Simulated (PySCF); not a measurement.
# ZrF₂: structure of the singlet

Where does singlet ZrF₂ go from a linear start, is the end point a minimum, and what are its modes, charges and moments?

Computed with PySCF 2.14.0. Level: PBE0, basis Zr def2-TZVP with ECP28, F def2-TZVP, scalar-relativistic core potentials, no spin–orbit coupling, density fitting.

## 1. Where the work starts

3 atoms, charge 0, spin multiplicity 1.

Bond lengths: Zr1–F2 2.180 Å, Zr1–F3 2.180 Å. Angles: F2–Zr1–F3 180.0°.

Z-matrix (Å, degrees; charge 0 multiplicity 1):
```
Zr
F  1 2.1800
F  1 2.1800 2 180.00
```

## 2. First SCF at the start

One driver script runs all steps and calls PySCF; scf.py shows how it sets up the SCF of each step. The optimiser is the driver's own. After this first run the driver tries any further starts and a stability analysis.

scf.py

```python
from pyscf import gto, scf, dft
mol = gto.M(atom='''
Zr     0.000000     0.000000     0.000000
F      0.000000     0.000000     2.180000
F      0.000000     0.000000    -2.180000''',
    basis={'Zr': 'def2-TZVP', 'F': 'def2-TZVP'},
    ecp={'Zr': 'def2-TZVP'},
    charge=0, spin=0)
mf = dft.RKS(mol, xc='PBE0')
mf.grids.atom_grid = (50, 194)
aux = {'Zr': 'def2-universal-JKFIT', 'F': 'def2-universal-JKFIT'}
mf = mf.density_fit(auxbasis=aux)
mf.conv_tol = 1e-08
mf.diis_space = 10
mf.max_cycle = 60
mf.init_guess = 'minao'
mf.verbose = 4
mf.kernel()
```

Run with:

```console
> OMP_NUM_THREADS=2 python axn.py task.json out
```

Log:

```text
init E= -240.947033340058
cycle= 1 E= -246.443516639227  delta_E= -5.5  |g|= 0.918  |ddm|= 4.37
  HOMO = -0.0687914055725173  LUMO = -0.0648725784983819  gap/eV = 0.10664
cycle= 2 E= -246.392672802832  delta_E= 0.0508  |g|= 1.23  |ddm|= 1.46
  HOMO = -0.129047776695586  LUMO = -0.0949294605527236  gap/eV = 0.92841
cycle= 3 E= -246.608434133301  delta_E= -0.216  |g|= 0.291  |ddm|= 0.627
  HOMO = -0.175475718305034  LUMO = -0.119077702470957  gap/eV = 1.53467
cycle= 4 E= -246.625690616682  delta_E= -0.0173  |g|= 0.0343  |ddm|= 0.231
  HOMO = -0.17174354201898  LUMO = -0.115904793018618  gap/eV = 1.51945
cycle= 5 E= -246.625913242204  delta_E= -0.000223  |g|= 0.00247  |ddm|= 0.0215
  HOMO = -0.172257556282894  LUMO = -0.116271026920685  gap/eV = 1.52347
cycle= 6 E= -246.625914353529  delta_E= -1.11e-06  |g|= 0.000372  |ddm|= 0.00164
  HOMO = -0.172346950397756  LUMO = -0.116326651938209  gap/eV = 1.52439
cycle= 7 E= -246.625914380451  delta_E= -2.69e-08  |g|= 2.01e-05  |ddm|= 0.000382
  HOMO = -0.172341452554754  LUMO = -0.116322512350937  gap/eV = 1.52435
cycle= 8 E= -246.625914380632  delta_E= -1.8e-10  |g|= 8.19e-06  |ddm|= 3.92e-05
  HOMO = -0.172342179031258  LUMO = -0.116323007059496  gap/eV = 1.52436
Extra cycle  E= -246.625914380603  delta_E= 2.84e-11  |g|= 1.64e-05  |ddm|= 1.07e-05
converged SCF energy = -246.625914380603
```

This step, with its further starts and checks, ran for 53 s (2 threads of Intel Xeon at 2.50GHz (Skylake/Cascade Lake), shared host).

The starts that the driver tried:

```
                      start  energy (Eh)
    the minimal-basis guess  -246.625914
a thermally smeared density  -246.627231
      a smeared PBE density  -246.627231
```

The first run landed in a state that is too high. Following the other starts and the instabilities gains 3.5 kJ/mol (-246.62723 Eh), and the work goes on from there.

## 3. Linear start, singlet: relaxation

The program finds D∞h symmetry in the start, which this walk keeps. Threshold on the gradient: 0.0003 Eh/bohr, with a further test on the energy change.

scf.py, as its differences from that of step 2:

```diff
@@ -16 +15,0 @@
-mf.init_guess = 'minao'
```

Steps of the walk:

```
step  energy (Eh)  change (kJ/mol)  largest symmetric gradient (Eh/bohr)
   0  -246.627231             0.00                               0.07704
   1  -246.667451          -105.60                               0.04455
   2  -246.670172          -112.74                               0.05124
   3  -246.676669          -129.80                               0.00807
   4  -246.676893          -130.39                               0.00158
   5  -246.676901          -130.41                               0.00007
```

The walk took 63 s.

It settles in D∞h symmetry, 130.4 kJ/mol below the start, after 5 steps: Zr–F 1.910 Å (×2); F–Zr–F 180.0°.

## 4. Frequencies

On the finer grid the gradient is checked again; gradients at displacements of ±0.02 bohr then give force constants and infrared intensities.

scf.py, as its differences from that of step 3:

```diff
@@ -4,2 +4,2 @@
-F      0.000000     0.000000     2.180000
-F      0.000000     0.000000    -2.180000''',
+F      0.000000     0.000000     1.910146
+F     -0.000000    -0.000000    -1.910146''',
@@ -10 +10 @@
-mf.grids.atom_grid = (50, 194)
+mf.grids.atom_grid = (75, 302)
@@ -13 +13 @@
-mf.conv_tol = 1e-08
+mf.conv_tol = 1e-10
```

The driver hands on the density of the step before, so the log starts near convergence.

Log of the central SCF (cycles and frontier levels):

```text
init E= -246.677034984137
  HOMO = -0.21232347706303  LUMO = -0.145273156195932  gap/eV = 1.82453
cycle= 1 E= -246.677034984128  delta_E= 8.3e-12  |g|= 8.34e-06  |ddm|= 9.82e-06
  HOMO = -0.212324358277986  LUMO = -0.145274678210638  gap/eV = 1.82451
Extra cycle  E= -246.677034984096  delta_E= 3.22e-11  |g|= 1.64e-05  |ddm|= 1.49e-05
converged SCF energy = -246.677034984096
```

The whole step took 88 s.

Geometry: D∞h; Zr–F 1.910 Å (×2); F–Zr–F 180.0°.

Modes, for the most abundant isotopes:

```tsv
symmetry	ω (cm⁻¹)	IR (km/mol)	μ (u)	type
πu	134i	4.3	24.81	bend
σg+	645	0.0	19.00	stretch
σu+	683	235	24.81	stretch
```

With 2 modes imaginary (up to 134i cm⁻¹) this point is a saddle.

Constants and moments:

| Property | Result |
| --- | --- |
| Dipole moment | 0.00 D |
| Highest occupied level | -5.78 eV |
| Lowest empty level | -3.95 eV |
| Rotational constants | 0.1216 cm⁻¹ |
| Zero-point energy (real modes) | 7.9 kJ/mol |
| Principal polarisabilities | 51.2, 81.4, 81.4 bohr³ |
| Atomisation energy without zero-point energy | 1162 kJ/mol |
| Principal traceless quadrupole moments about the centre of mass | -10.46, 5.23, 5.23 D Å |

Populations by atom (charges in e):

```json
{"atom": "Zr1", "Mulliken": "0.92", "Löwdin": "0.55", "polar tensor": "1.01", "Mayer order to Zr1": "–"}
{"atom": "F2,3", "Mulliken": "-0.46", "Löwdin": "-0.27", "polar tensor": "-0.50", "Mayer order to Zr1": "0.97"}
```

Mulliken populations on Zr1 (outside its core potential): s 3.41, p 6.16, d 1.41, f 0.10.

## 5. Downhill along the imaginary mode

The atoms are moved a little along the softest imaginary mode and relaxed again.

The program finds C2v symmetry in the start, which this walk keeps. Threshold on the gradient: 0.0003 Eh/bohr, with a further test on the energy change.

scf.py, as its differences from that of step 4:

```diff
@@ -3,3 +3,3 @@
-Zr     0.000000     0.000000     0.000000
-F      0.000000     0.000000     1.910146
-F     -0.000000    -0.000000    -1.910146''',
+Zr    -0.000075    -0.105659     0.000000
+F      0.000178     0.250000     1.910146
+F      0.000178     0.250000    -1.910146''',
@@ -10 +10 @@
-mf.grids.atom_grid = (75, 302)
+mf.grids.atom_grid = (50, 194)
@@ -13 +13 @@
-mf.conv_tol = 1e-10
+mf.conv_tol = 1e-08
```

The optimiser's trace:

```
step  energy (Eh)  change (kJ/mol)  largest symmetric gradient (Eh/bohr)
   0  -246.679102             0.00                               0.02148
   1  -246.681881            -7.30                               0.00992
   2  -246.685920           -17.90                               0.01887
   3  -246.690626           -30.26                               0.01090
   4  -246.691552           -32.69                               0.03808
   5  -246.694678           -40.90                               0.00624
   6  -246.695214           -42.30                               0.00437
   7  -246.695662           -43.48                               0.00220
   8  -246.695676           -43.52                               0.00021
   9  -246.695676           -43.52                               0.00001
```

The walk took 76 s.

It settles in C2v symmetry, 43.5 kJ/mol below the start, after 9 steps: Zr–F 1.863 Å (×2); F–Zr–F 111.2°.

## 6. Is it a minimum? Harmonic modes

The point was taken to the finer grid, but the Hessian ran out of time, so its nature is unknown.

## 7. Summary of results

| quantity | value |
| --- | --- |
| relaxations | 2 |
| converged | 2 |
| saddle points found | 1 |
| minima found | 0 |

No minimum was confirmed: the time limit cut the work short. The D∞h point found is a saddle, so the minimum has another shape. No equilibrium property of the molecule follows from this session.
